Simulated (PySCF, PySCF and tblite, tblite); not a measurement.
# C6H10Si: a path driven as a shift of bonds, and NMR exchange, part 2 of 2

PySCF and tblite. Atoms count from 0. The steps go on from the part before.

## Step 11: Shieldings, saddle of leg 1: PBE0/pcSseg-1

What the job is given:

```
{"job": {"kind": "nmr", "xc": "PBE0", "basis": "pcSseg-1", "pop": false}, "charge": 0, "multiplicity": 1}
C     -0.354201    -2.734564     0.197489
C     -0.117927    -1.261245     0.305262
C     -0.127487    -0.352047    -0.760927
C      0.055530     0.964976    -0.273966
Si     0.480579     2.489388    -1.260221
C      0.167765     0.820816     1.205920
C      0.060276    -0.547298     1.502734
H      0.248795    -3.290968     0.930436
H     -1.410701    -2.987813     0.385555
H     -0.100647    -3.107317    -0.805401
H     -0.294617    -0.607735    -1.808275
H     -0.907804     1.214748     0.577656
H      1.955811     2.598535    -1.475166
H      0.024802     3.704731    -0.516778
H     -0.197301     2.437506    -2.589476
H      0.441432     1.633543     1.879702
H      0.075693    -0.975256     2.505456
```

Standard output:

```text
coarse grid: 14344 points
cycle   1  E = -523.5325206952  dE =  9.104e-01  |g| = 4.213e-01  |ddm| = 3.787e+00
cycle   2  E = -523.5059167980  dE =  2.660e-02  |g| = 5.270e-01  |ddm| = 1.165e+00
cycle   3  E = -523.5823677071  dE = -7.645e-02  |g| = 8.259e-02  |ddm| = 7.276e-01
cycle   4  E = -523.5838165041  dE = -1.449e-03  |g| = 3.678e-02  |ddm| = 1.143e-01
cycle   5  E = -523.5841553560  dE = -3.389e-04  |g| = 7.576e-03  |ddm| = 4.480e-02
cycle   6  E = -523.5841686278  dE = -1.327e-05  |g| = 2.328e-03  |ddm| = 1.044e-02
cycle   7  E = -523.5841698604  dE = -1.233e-06  |g| = 5.809e-04  |ddm| = 2.543e-03
final grid: 132896 points
cycle   8  E = -523.6246900363  dE = -3.609e-05  |g| = 6.968e-03  |ddm| = 3.911e-02
cycle   9  E = -523.6246842019  dE =  5.834e-06  |g| = 8.435e-03  |ddm| = 1.747e-02
cycle  10  E = -523.6247033540  dE = -1.915e-05  |g| = 9.968e-04  |ddm| = 9.797e-03
cycle  11  E = -523.6247035970  dE = -2.429e-07  |g| = 2.889e-04  |ddm| = 1.366e-03
cycle  12  E = -523.6247036171  dE = -2.013e-08  |g| = 8.436e-05  |ddm| = 3.485e-04
cycle  13  E = -523.6247036187  dE = -1.607e-09  |g| = 1.960e-05  |ddm| = 8.903e-05
cycle  14  E = -523.6247036188  dE = -8.959e-11  |g| = 4.037e-06  |ddm| = 2.467e-05
converged SCF energy = -523.6247036188

GIAO shielding tensors (ppm)
atom      isotropic    diamagn.    paramagn.     s11        s22        s33       span
  0 C      167.859     242.814     -74.955    157.125    158.031    188.422     31.297
  1 C       30.366     261.819    -231.453    -57.478     -0.754    149.329    206.807
  2 C       53.473     251.392    -197.919    -31.391     47.689    144.122    175.513
  3 C       98.277     260.307    -162.030     28.594    102.685    163.553    134.960
  4 Si     428.948     879.816    -450.869    396.965    423.042    466.837     69.872
  5 C       89.817     255.365    -165.548     17.712    106.791    144.947    127.235
  6 C       56.415     251.787    -195.372    -22.532     40.393    151.384    173.916
  7 H       28.895      27.188       1.707     23.954     27.948     34.782     10.828
  8 H       29.022      26.939       2.083     25.400     26.219     35.446     10.046
  9 H       29.000      28.052       0.947     23.898     28.590     34.512     10.613
 10 H       24.695      33.993      -9.298     21.344     24.607     28.133      6.788
 11 H       26.998      27.316      -0.318     16.223     24.703     40.067     23.844
 12 H       26.908      27.799      -0.891     23.774     24.511     32.438      8.664
 13 H       26.920      28.007      -1.087     23.227     25.753     31.778      8.552
 14 H       26.719      28.107      -1.388     23.039     25.485     31.634      8.595
 15 H       25.589      32.002      -6.412     21.735     26.637     28.396      6.661
 16 H       24.577      32.552      -7.975     21.704     25.228     26.800      5.096
```

It took 22 s on 1 thread of Arm Neoverse V1, shared host; peak memory 0.85 GiB.

This run: HOMO -6.48 eV, LUMO 0.15 eV; dipole 0.77 D.

## Step 12: Shieldings, end: PBE0/pcSseg-1

What the job is given:

```
{"job": {"kind": "nmr", "xc": "PBE0", "basis": "pcSseg-1", "pop": false}, "charge": 0, "multiplicity": 1}
C      0.035800    -2.030720     0.126832
C      0.216160    -0.561296     0.304768
C      0.480793     0.372615    -0.794789
C      0.598998     1.644533    -0.333355
Si     0.935995     3.154834    -1.363393
C      0.408376     1.598450     1.159151
C      0.172899     0.154138     1.453126
H      0.929062    -2.487916    -0.329756
H     -0.151925    -2.533163     1.085891
H     -0.810987    -2.248297    -0.544782
H      0.568118     0.066576    -1.841212
H     -0.439098     2.232303     1.482547
H      2.205128     3.832381    -0.945520
H     -0.161746     4.165419    -1.231773
H      1.052990     2.752149    -2.797983
H      1.291863     1.993435     1.695947
H     -0.005935    -0.247621     2.452285
```

Standard output:

```text
coarse grid: 14344 points
cycle   1  E = -523.5829232814  dE =  7.508e-01  |g| = 3.845e-01  |ddm| = 3.766e+00
cycle   2  E = -523.5736821425  dE =  9.241e-03  |g| = 4.325e-01  |ddm| = 9.003e-01
cycle   3  E = -523.6243079023  dE = -5.063e-02  |g| = 4.040e-02  |ddm| = 5.210e-01
cycle   4  E = -523.6245715763  dE = -2.637e-04  |g| = 2.477e-02  |ddm| = 6.032e-02
cycle   5  E = -523.6247096028  dE = -1.380e-04  |g| = 7.645e-03  |ddm| = 2.734e-02
cycle   6  E = -523.6247236347  dE = -1.403e-05  |g| = 2.684e-03  |ddm| = 9.926e-03
cycle   7  E = -523.6247254175  dE = -1.783e-06  |g| = 1.823e-04  |ddm| = 2.151e-03
final grid: 132896 points
cycle   8  E = -523.6665677547  dE = -2.724e-05  |g| = 6.985e-03  |ddm| = 3.312e-02
cycle   9  E = -523.6665622097  dE =  5.545e-06  |g| = 8.373e-03  |ddm| = 1.598e-02
cycle  10  E = -523.6665812912  dE = -1.908e-05  |g| = 8.821e-04  |ddm| = 9.375e-03
cycle  11  E = -523.6665814583  dE = -1.671e-07  |g| = 3.446e-04  |ddm| = 1.114e-03
cycle  12  E = -523.6665814873  dE = -2.899e-08  |g| = 8.059e-05  |ddm| = 3.605e-04
cycle  13  E = -523.6665814888  dE = -1.472e-09  |g| = 2.085e-05  |ddm| = 8.571e-05
cycle  14  E = -523.6665814889  dE = -1.015e-10  |g| = 5.650e-06  |ddm| = 2.704e-05
converged SCF energy = -523.6665814889

GIAO shielding tensors (ppm)
atom      isotropic    diamagn.    paramagn.     s11        s22        s33       span
  0 C      167.712     244.418     -76.706    155.974    160.694    186.469     30.495
  1 C       33.480     260.789    -227.309    -69.787     34.157    136.068    205.856
  2 C       24.931     252.737    -227.805    -84.929     37.821    121.902    206.830
  3 C       41.972     261.188    -219.216    -57.247     19.258    163.906    221.153
  4 Si     428.439     879.597    -451.158    391.977    422.201    471.139     79.162
  5 C      135.560     251.753    -116.193    123.189    131.103    152.389     29.200
  6 C       40.710     253.329    -212.619    -60.494     45.648    136.976    197.470
  7 H       29.218      28.044       1.174     25.196     27.277     35.180      9.984
  8 H       29.148      28.749       0.400     24.490     28.485     34.470      9.980
  9 H       29.217      28.715       0.502     25.196     27.277     35.179      9.983
 10 H       24.219      33.776      -9.556     21.877     22.662     28.118      6.241
 11 H       28.183      29.953      -1.770     23.390     27.309     33.849     10.459
 12 H       26.874      27.176      -0.302     23.641     25.164     31.817      8.176
 13 H       26.877      27.414      -0.538     23.637     25.176     31.816      8.179
 14 H       26.909      27.711      -0.801     23.367     26.022     31.339      7.972
 15 H       28.182      29.339      -1.157     23.390     27.310     33.847     10.457
 16 H       24.698      32.968      -8.270     23.404     23.967     26.723      3.319
```

Run time: 22 s. Hardware: 1 thread of Arm Neoverse V1, shared host; peak memory 0.85 GiB.

This run: HOMO -6.40 eV, LUMO -0.84 eV; dipole 1.21 D.

## Step 13: The path in numbers

What the job is given:

```
{"job": {"smiles": "CC1=CC([SiH3])C=C1", "charge": 0, "mult": 1, "motion": "shift", "what": "ring whizzing, 1,2-shift on cyclopentadiene", "atoms": [11, 3, 5], "drives": [{"terms": [["d", [11, 3], 1], ["d", [11, 5], -1]], "neg": true, "n": 14}], "study": "path", "level": {"kind": "nmr", "xc": "PBE0", "basis": "pcSseg-1"}, "fields": [80, 300, 700], "first": 4, "seed": 858, "refine": {"xc": "PBE0", "basis": "def2-SVP"}, "kind": "path"}, "charge": 0, "multiplicity": 1}
C      0.422476    -1.886083     0.047562
C      0.226140    -0.416948     0.211598
C     -0.276397     0.457388    -0.685738
C     -0.235819     1.824949    -0.125721
Si     1.135158     2.785767    -1.069143
C      0.248359     1.607505     1.252940
C      0.551157     0.306328     1.416013
H      1.478186    -2.140893     0.143493
H     -0.122436    -2.431361     0.818062
H      0.071349    -2.213689    -0.928217
H     -0.632423     0.233142    -1.675143
H     -1.164073     2.386957    -0.205757
H      2.387894     2.043009    -0.965924
H      1.267178     4.116025    -0.470162
H      0.722327     2.921817    -2.467871
H      0.356170     2.396775     1.974788
H      0.958719    -0.154591     2.299084
```

Standard output:

```text
stationary points (kcal/mol above the start)
  n  kind          group   xTB      DFT    lowest mode
  0  minimum      C1       0.00     0.00      83.1
  1  saddle       C1      28.64    27.79   -1122.2
  2  minimum      Cs       1.17     1.33      55.3

GFN2-xTB energies: T/K, barrier G, reaction G (kcal/mol), k forward, k back (1/s)
 150.00    25.81     0.85   7.78e-26   2.66e-24
 200.00    25.79     0.80   2.71e-16   4.08e-15
 250.00    25.79     0.75   1.49e-10   1.35e-09
 298.15    25.79     0.70   7.71e-07   5.02e-06
 350.00    25.81     0.64    0.00056    0.00282
 400.00    25.83     0.59     0.0641      0.269
 500.00    25.91     0.48       49.2        160

PBE0-D3(BJ)/def2-SVP energies: T/K, barrier G, reaction G (kcal/mol), k forward, k back (1/s)
 150.00    24.01     1.19   3.21e-23   3.48e-21
 200.00    24.00     1.15   2.48e-14   8.89e-13
 250.00    23.99     1.10   5.51e-09      1e-07
 298.15    24.00     1.04   1.59e-05   0.000186
 350.00    24.01     0.99     0.0074     0.0611
 400.00    24.04     0.93      0.613       3.97
 500.00    24.12     0.83        300   1.38e+03

PBE0/pcSseg-1 + D3(BJ) energies: T/K, barrier G, reaction G (kcal/mol), k forward, k back (1/s)
 150.00    24.96     1.01   1.34e-24   7.79e-23
 200.00    24.95     0.96   2.29e-15   5.14e-14
 250.00    24.94     0.91    8.2e-10   1.02e-08
 298.15    24.94     0.86   3.23e-06   2.75e-05
 350.00    24.96     0.80     0.0019      0.012
 400.00    24.98     0.75      0.186      0.954
 500.00    25.06     0.64        116        442
```

Run time: 6.7 min. Hardware: 1 thread of Arm Neoverse V1, shared host; peak memory 0.85 GiB. This counts the whole study up to here.

Barriers by level (kcal/mol; entropies in cal/(mol K)). Zero-point and thermal terms come from xTB in every row. ΔG‡ leaves symmetry out; the rate counts one path; effective ΔG‡, where given, is the barrier that would give that rate by Eyring's equation alone:

```tsv
level	ΔE‡	with zero-point	ΔH‡	ΔS‡	ΔG‡ (298 K)	ΔE of reaction	k at 298 K (1/s)	effective ΔG‡
GFN2-xTB	28.64	25.90	25.91	0.4	25.79	1.17	7.7e-07	25.79
PBE0-D3(BJ)/def2-SVP	26.84	24.10	24.11	0.4	24.00	1.51	1.6e-05	24.00
PBE0/pcSseg-1 + D3(BJ)	27.79	25.05	25.06	0.4	24.94	1.33	3.2e-06	24.94
```

Sites that the driver pairs across this motion, and where their lines would merge (no couplings; faster rotations or exchange between molecules can average them sooner):

```tsv
nucleus	sites: shielding (ppm)	proton frequency (MHz)	spread (Hz)	coalescence (K)	lines at 298 K
$^{13}$C	C3: 138.7; C3 (end): 42.0	700	17034	608	–
$^{13}$C	C5: 41.5; C5 (end): 135.6	700	16555	607	–
$^{13}$C	C2: 47.9; C2 (end): 24.9	700	4040	568	–
$^{29}$Si	Si4: 410.2; Si4 (end): 428.4	700	2536	556	–
$^{1}$H	H11: 27.82; H15: 24.56; H11, H15 (end): 28.18	700	2536	593	3
$^{1}$H	H10: 24.95; H10 (end): 24.22	700	511	518	–
$^{1}$H	H12, H13, H14: 27.58; H12, H13, H14 (end): 26.89	700	483	517	–
$^{13}$C	C6: 43.4; C6 (end): 40.7	700	467	516	–
```

Rows that set an atom against itself at the end compare its shielding in the two forms.

## Step 14: Nudged elastic band

What the job is given:

```
{"job": {"spring": 0.001, "climb": false, "steps": 60, "xc": "GFN2-xTB", "basis": "xTB", "kind": "neb"}, "charge": 0, "multiplicity": 1}
C      0.434289    -1.884990     0.047528
C      0.227205    -0.417194     0.210016
C     -0.274399     0.454381    -0.690500
C     -0.246182     1.821923    -0.129613
Si     1.125074     2.792107    -1.063251
C      0.230071     1.607040     1.252226
C      0.539598     0.307673     1.416798
H      1.490781    -2.132861     0.152649
H     -0.113883    -2.433590     0.813399
H      0.093919    -2.215244    -0.931151
H     -0.622018     0.228804    -1.682594
H     -1.177467     2.377994    -0.215873
H      2.381261     2.056219    -0.952855
H      1.245164     4.122396    -0.461668
H      0.721278     2.927490    -2.464704
H      0.327860     2.396662     1.975149
H      0.943941    -0.150990     2.302431
```

Standard output:

```text
image   E - E0 / eV
  0       0.0000
  1       0.0474
  2       0.3533
  3       0.4906
  4       0.0853
  5       0.0597
  6       0.0506
```

It took 2.2 s on 1 thread of Arm Neoverse V1, shared host; peak memory 0.49 GiB.

This input is unsound on purpose: springs far too weak.

The highest point is number 3, 11.3 kcal/mol above the first.

## Step 15: What came out

What follows sums up all 2 parts.

| quantity | value |
| --- | --- |
| barrier (PBE0/pcSseg-1 + D3(BJ)) | ΔE‡ 27.8, ΔG‡(298 K) 24.9 kcal/mol |
| barrier (GFN2-xTB) | ΔE‡ 28.6 kcal/mol |
| rate at 298 K | 3.2e-06 s⁻¹ |
| end of the path | 1.3 kcal/mol from the start |
| coalescence of $^{1}$H H11 | 593 K at 700 MHz |
| stages that failed or stayed incomplete | 1 |

In words: DFT puts the top 27.8 kcal/mol above the start (xTB: 28.6); the rate from the DFT barrier is 3.2e-06 s⁻¹ at 298 K. An error of 1.4 kcal/mol changes that rate tenfold. The $^{1}$H lines of H11 and its partners, 2536 Hz apart at 700 MHz, merge at 593 K, so by this path alone the exchange at 298 K is slow for them; other paths were not followed. The moving atom is hydrogen and the barrier is narrow, so tunnelling, which is left out, should speed the exchange.
